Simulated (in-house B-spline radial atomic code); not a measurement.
# Kr⁸⁺: density, ELF and screening along the radius

Aim: the shell structure of Kr⁸⁺ in the radial density, the electron localisation function and the screened nuclear charge, under several settings.

Program: in-house B-spline radial atomic code version 1. Level of theory: several methods, spin-polarised, as named in each step; spherical all-electron atom at the radial basis limit. These are calculated values, not measurements, unless marked.

### 1 What is computed

```
element       : krypton (Z = 36)
charge        : +8
electrons     : 28
configuration : [Ar] 3d10
nucleus       : point (non-relativistic runs) or finite (X2C runs)
```

The outer shells:

[Ar] 3d10
```
[Ar] core
3d [↑↓][↑↓][↑↓][↑↓][↑↓]
```

Where spins are not typed, each open shell is filled with up spins first.

### 2 LDA (VWN5), X2C

The run's settings:

```ini
Z = 36
electrons = 28.0
configuration = [Ar] 3d10
hamiltonian = x2c
method = lda,vwn
spin_polarised = True
nucleus = fermi
rms_radius = 4.1884
mass_number = 84
atomic_mass = 83.91149772708
speed_of_light = 137.035999084
```

Run with:

```console
$ python run_scf.py task.json out
```

The settings of every run stand in task.json; they run in order.

### 3 PBE, X2C

Changes to the settings of step 2:

```diff
@@ -4,3 +4,3 @@
 hamiltonian = x2c
-method = lda,vwn
+method = pbe,pbe
 spin_polarised = True
```

### 4 Hartree-Fock, X2C

Changes to the settings of step 3:

```diff
@@ -4,3 +4,3 @@
 hamiltonian = x2c
-method = pbe,pbe
+method = hf
 spin_polarised = True
```

### 5 CAM-B3LYP, X2C

Changes to the settings of step 4:

```diff
@@ -4,3 +4,3 @@
 hamiltonian = x2c
-method = hf
+method = camb3lyp
 spin_polarised = True
```

How large is the system in each run, where do the shell borders lie, and what is the highest level?

The runs gave:

| run | total energy (hartree) | highest level (eV) | radius holding 50 / 90 / 99 % (bohr) | radius at n = 0.001 (bohr) | ELF minima on the full grid (bohr) |
| --- | --- | --- | --- | --- | --- |
| LDA (VWN5), X2C | -2767.6629 | -215.49 | 0.367 / 0.762 / 1.18 | 1.79 | 0.059, 0.28 |
| PBE, X2C | -2771.2447 | -215.19 | 0.367 / 0.761 / 1.18 | 1.80 | 0.059, 0.28 |
| Hartree-Fock, X2C | -2770.1441 | -235.80 | 0.368 / 0.757 / 1.16 | 1.77 | 0.059, 0.28 |
| CAM-B3LYP, X2C | -2771.7364 | -221.69 | 0.367 / 0.760 / 1.17 | 1.80 | 0.059, 0.28 |

**Reading.** In the first run ELF has 2 minima on the grid, which mark the borders between shells. On the record's full grid the screened charge (r times the electrostatic potential) falls from 35.9 near the nucleus to 8.00 at 1.9 bohr; far out it tends to the net charge, 8. The grid is coarse (about 19 % a step), so the places of minima are rough. For X2C runs ELF uses the non-relativistic kinetic energy density, and the fields carry no picture-change correction.
